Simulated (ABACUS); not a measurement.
The system is AgB2.

```
Ag B
1.0
     3.00000    0.00000    0.00000
    -1.50000    2.59808    0.00000
     0.00000    0.00000    3.24000
Ag B
1 2
Cartesian
  0.0000 0.0000 0.0000
  1.5000 0.8660 1.6200
  0.0000 1.7321 1.6200
```

```yaml
Program: ABACUS 3.10.1
Task: single point
Functional: PBE
Potentials_or_basis: PseudoDojo NC SR 0.4.1 PBE standard
Cutoff: 1116 eV
Density_cutoff: 4463 eV
Basis: plane waves
k_mesh: 10 × 10 × 8
Occupations: fermi-dirac, width 0.05 eV
Spin: no spin polarisation
```

On this cell: pressure 54.2 GPa; largest force under 0.003 eV/Å; band gap on the k mesh none (metal or under the smearing width).

The same run follows on a disturbed copy (atoms moved at random, drawn with an rms of 0.05 Å):

```
CELL_PARAMETERS angstrom
3.00000 0.00000 0.00000
-1.50000 2.59808 0.00000
0.00000 0.00000 3.24000
ATOMIC_POSITIONS crystal
Ag 0.03604 0.03052 0.99187
B 0.65631 0.32991 0.49486
B 0.31545 0.66017 0.50955
```

**Question.** What does the disturbed cell give?

**Answer.** The energy (extrapolated to zero smearing) moves by +14.2 meV/atom; pressure 55.2 GPa; largest force 0.737 eV/Å; band gap on the k mesh none (metal or under the smearing width).

Forces in eV/Å, atoms in the order of the input:
```
Ag  -0.224 -0.230  0.634
B    0.219  0.122  0.095
B    0.006  0.108 -0.729
```

Stress tensor (GPa, compression positive):
```
43.64  1.36 -0.57
 1.36 42.70 -0.66
-0.57 -0.66 79.41
```

Caveats: a pressure of tens of GPa on the cell as given is suspect, and the run, the potentials or the cell itself is likely at fault (some runs).
